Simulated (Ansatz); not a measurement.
# ClH3O3Zr: the cost of one run

All numbers below are computed with Ansatz 0.2.0 (RHF/def2-SVP).

## Step 1: Starting point

Bond lengths: Zr1–Cl2 2.520 Å, Zr1–O3 2.070 Å, O3–H4 1.010 Å, Zr1–O5 2.069 Å, O5–H6 1.010 Å, Zr1–O7 2.069 Å, O7–H8 1.010 Å. Angles: Cl2–Zr1–O3 109.4°, Cl2–Zr1–O5 109.5°, Cl2–Zr1–O7 109.5°, O3–Zr1–O5 109.5°, O3–Zr1–O7 109.5°, O5–Zr1–O7 109.5°, Zr1–O3–H4 109.5°, Zr1–O5–H6 109.5°, Zr1–O7–H8 109.5°.

As a file:

```xyz
8

Zr    0.0000    0.0000    0.0000
Cl    0.0000    0.0000    2.5200
O     1.9520    0.0000   -0.6893
H     2.2684   -0.9521   -0.8060
O    -0.9750    1.6891   -0.6893
H    -1.9328    1.4584   -0.9117
O    -0.9750   -1.6891   -0.6893
H    -1.4296   -2.1548    0.0831
```

## Step 2: Preparing the start

The input, input.yaml:

```yaml
crystal:
  periodic: [false, false, false]
  atoms:
    - { symbol: Zr, position_ang: [0.0, 0.0, 0.0] }
    - { symbol: Cl, position_ang: [0.0, 0.0, 2.52] }
    - { symbol: O, position_ang: [1.952, 0.0, -0.6893] }
    - { symbol: H, position_ang: [2.2684, -0.9521, -0.806] }
    - { symbol: O, position_ang: [-0.975, 1.6891, -0.6893] }
    - { symbol: H, position_ang: [-1.9328, 1.4584, -0.9117] }
    - { symbol: O, position_ang: [-0.975, -1.6891, -0.6893] }
    - { symbol: H, position_ang: [-1.4296, -2.1548, 0.0831] }
basis:
  gaussian: { orbitals: def2-SVP }
hamiltonian:
  xc: hf
relax:
  f_tol: 0.02
  max_steps: 40
output:
  orbitals: {}
```

Launch:

```sh
$ ansatz run input.yaml --threads 1 --pin off --max-ram 2048MiB --backend cpu --events-out ev --progress --plain --runs-dir out
```

**Question.** How long does this run take on 1 thread of AMD EPYC 7B13 (Zen 3), shared host, and how much memory does it need?

About 32 s, with a peak of 0.24 GiB.
